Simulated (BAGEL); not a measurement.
# HF/STO-3G (density fitting with qzvpp-jkfit) run of BPH5Br (SMILES [PH3+][BH2-]Br)

What is the vertical ionisation energy of BPH5Br at HF/STO-3G (density fitting with qzvpp-jkfit)? 

The results are computed with BAGEL 1.2.2.

5 further runs of the same task are left out: 3 that didn't finish, 2 set aside as unsound or not needed.

**1. The system as given**

BPH5Br has 8 atoms, charge 0, and is taken as a singlet. SMILES: `[PH3+][BH2-]Br`. The coordinates come from a GFN2-xTB relaxation.

Bond lengths: P1–B2 1.920 Å, B2–Br3 2.002 Å, P1–H4 1.396 Å, P1–H5 1.379 Å, P1–H6 1.379 Å, B2–H7 1.185 Å, B2–H8 1.185 Å. Some angles: P1–B2–Br3 93.3°, P1–B2–H7 110.4°, P1–B2–H8 110.4°, Br3–B2–H7 112.1°, Br3–B2–H8 112.0°, B2–P1–H4 128.0°, B2–P1–H5 114.2°, B2–P1–H6 114.2°, H7–B2–H8 116.2°, H4–P1–H5 98.5°.

**2. The energy at HF/STO-3G (density fitting with qzvpp-jkfit)**

Input file hf.json:

```json
{ "bagel" : [

{
  "title" : "molecule",
  "basis" : "sto-3g",
  "df_basis" : "qzvpp-jkfit",
  "angstrom" : "true",
  "geometry" : [
    { "atom" : "P", "xyz" : [      -0.552170,       0.571140,      -0.291530 ] },
    { "atom" : "B", "xyz" : [       0.510210,      -0.968900,       0.139050 ] },
    { "atom" : "Br", "xyz" : [       1.674030,       0.046830,       1.412150 ] },
    { "atom" : "H", "xyz" : [      -1.633520,       0.650290,      -1.171600 ] },
    { "atom" : "H", "xyz" : [       0.174060,       1.643130,      -0.765050 ] },
    { "atom" : "H", "xyz" : [      -1.133950,       1.179170,       0.800510 ] },
    { "atom" : "H", "xyz" : [      -0.148120,      -1.784690,       0.690780 ] },
    { "atom" : "H", "xyz" : [       1.109460,      -1.336970,      -0.814320 ] }
  ]
},

{
  "title" : "hf"
},

{
  "title" : "print",
  "file" : "orbitals.molden",
  "orbitals" : "true"
}

]}
```

Run with:

```
$ BAGEL_NUM_THREADS=1 BAGEL hf.json > hf.out
```

Output:

```text
* using 1 threads per process

  ===============================================================
  ===============================================================

  *** Geometry ***

  { "atom" : "P", "xyz" : [     -1.043450,      1.079298,     -0.550912 ] },
  { "atom" : "B", "xyz" : [      0.964157,     -1.830956,      0.262766 ] },
  { "atom" : "Br", "xyz" : [      3.163458,      0.088496,      2.668577 ] },
  { "atom" : "H", "xyz" : [     -3.086905,      1.228870,     -2.214003 ] },
  { "atom" : "H", "xyz" : [      0.328926,      3.105066,     -1.445735 ] },
  { "atom" : "H", "xyz" : [     -2.142855,      2.228308,      1.512745 ] },
  { "atom" : "H", "xyz" : [     -0.279906,     -3.372575,      1.305385 ] },
  { "atom" : "H", "xyz" : [      2.096576,     -2.526507,     -1.538842 ] },

  Number of auxiliary basis functions:      559

  Since a DF basis is specified, we compute 2- and 3-index integrals:
    o Being stored without compression. Storage requirement is 0.006 GB

  Number of basis functions:       37
  Number of electrons      :       60

    * METHOD: MOLECULE                             0.20

  *** RHF ***

  === Nuclear Repulsion ===
   227.0702740287

      * DIIS with orbital gradients will be used.

  === RHF iteration (sto-3g) ===
      0      -2908.82886665          0.00788457           0.04
      1      -2908.87412691          0.00195711           0.03
      2      -2908.87690723          0.00052896           0.03
      3      -2908.87714021          0.00007106           0.04
      4      -2908.87714452          0.00001449           0.04
      5      -2908.87714471          0.00000238           0.03
      6      -2908.87714472          0.00000046           0.03
      7      -2908.87714472          0.00000007           0.03
      8      -2908.87714472          0.00000002           0.03
      9      -2908.87714472          0.00000000           0.03
    * SCF iteration converged.

    * Permanent dipole moment:
           (    1.777912,    -1.249329,     1.113951) a.u.

    * METHOD: HF                                   0.47

    * METHOD: PRINT                                0.00

  ===============================================================
```

It took 0.83 s on 1 thread of Arm Neoverse V2, shared host.

**3. The doublet cation at the same level**

Changes to hf.json since step 2:

```diff
@@ -6,3 +6,3 @@
   "df_basis" : "qzvpp-jkfit",
-  "angstrom" : "true",
+  "angstrom" : true,
   "geometry" : [
@@ -19,11 +19,5 @@
 
-{
-  "title" : "hf"
-},
+{ "title" : "uhf", "charge" : 1, "nopen" : 1 },
 
-{
-  "title" : "print",
-  "file" : "orbitals.molden",
-  "orbitals" : "true"
-}
+{ "title" : "print", "file" : "orbitals.molden", "orbitals" : true }
```

Run with:

```
$ BAGEL_NUM_THREADS=1 BAGEL hf.json > hf.out
```

Output:

```text
* using 1 threads per process

  ===============================================================
  ===============================================================

  *** Geometry ***

  { "atom" : "P", "xyz" : [     -1.043450,      1.079298,     -0.550912 ] },
  { "atom" : "B", "xyz" : [      0.964157,     -1.830956,      0.262766 ] },
  { "atom" : "Br", "xyz" : [      3.163458,      0.088496,      2.668577 ] },
  { "atom" : "H", "xyz" : [     -3.086905,      1.228870,     -2.214003 ] },
  { "atom" : "H", "xyz" : [      0.328926,      3.105066,     -1.445735 ] },
  { "atom" : "H", "xyz" : [     -2.142855,      2.228308,      1.512745 ] },
  { "atom" : "H", "xyz" : [     -0.279906,     -3.372575,      1.305385 ] },
  { "atom" : "H", "xyz" : [      2.096576,     -2.526507,     -1.538842 ] },

  Number of auxiliary basis functions:      559

  Since a DF basis is specified, we compute 2- and 3-index integrals:
    o Being stored without compression. Storage requirement is 0.006 GB

  Number of basis functions:       37
  Number of electrons      :       60

    * METHOD: MOLECULE                             0.20

  *** Open-shell HF ***

  === Nuclear Repulsion ===
   227.0702740287

      * DIIS with orbital gradients will be used.

  === UHF iteration (sto-3g) ===
      0      -2908.47153551          0.02580788           0.07
      1      -2908.60699600          0.01147131           0.07
      2      -2908.63445049          0.00421260           0.07
      3      -2908.64204244          0.00262657           0.07
      4      -2908.64630123          0.00067505           0.07
      5      -2908.64653687          0.00044060           0.07
      6      -2908.64676617          0.00028225           0.07
      7      -2908.64686499          0.00008444           0.07
      8      -2908.64687693          0.00001466           0.07
      9      -2908.64687787          0.00000333           0.07
     10      -2908.64687819          0.00000149           0.07
     11      -2908.64687829          0.00000064           0.07
     12      -2908.64687830          0.00000050           0.07
     13      -2908.64687830          0.00000048           0.07
     14      -2908.64687830          0.00000048           0.07
     15      -2908.64687831          0.00000048           0.07
     16      -2908.64687830          0.00000047           0.07
     17      -2908.64687830          0.00000046           0.07
     18      -2908.64687829          0.00000032           0.07
     19      -2908.64687828          0.00000012           0.07
     20      -2908.64687828          0.00000003           0.07
     21      -2908.64687828          0.00000001           0.07
     22      -2908.64687828          0.00000001           0.07
    * SCF iteration converged.

    * S^2 (UHF) is 0.7523

    * Permanent dipole moment:
           (    1.152087,    -0.927383,     0.686222) a.u.

    * METHOD: UHF                                  1.66

    * METHOD: PRINT                                0.00

  ===============================================================
```

It took 2 s on 1 thread of Arm Neoverse V2, shared host.

**4. Results**

At HF/STO-3G (density fitting with qzvpp-jkfit):

| quantity | value |
| --- | --- |
| singlet BPH5Br: total energy | -2908.87714 Eh |
| singlet BPH5Br: dipole moment | 6.21 D |
| singlet BPH5Br: HOMO energy | -6.92 eV |
| singlet BPH5Br: LUMO energy | 10.39 eV |
| singlet BPH5Br: HOMO–LUMO gap | 17.31 eV |
| doublet cation: total energy | -2908.64688 Eh |
| doublet cation: ⟨S²⟩ | 0.752 |
| vertical ionisation energy (to the doublet cation) | 6.266 eV |

In words: The vertical ionisation energy comes to 6.27 eV (144 kcal/mol). −ε(HOMO) before ionisation, 6.92 eV, is 0.66 eV above this ionisation energy. In a minimal basis such a difference can be off by several eV, whatever the method.
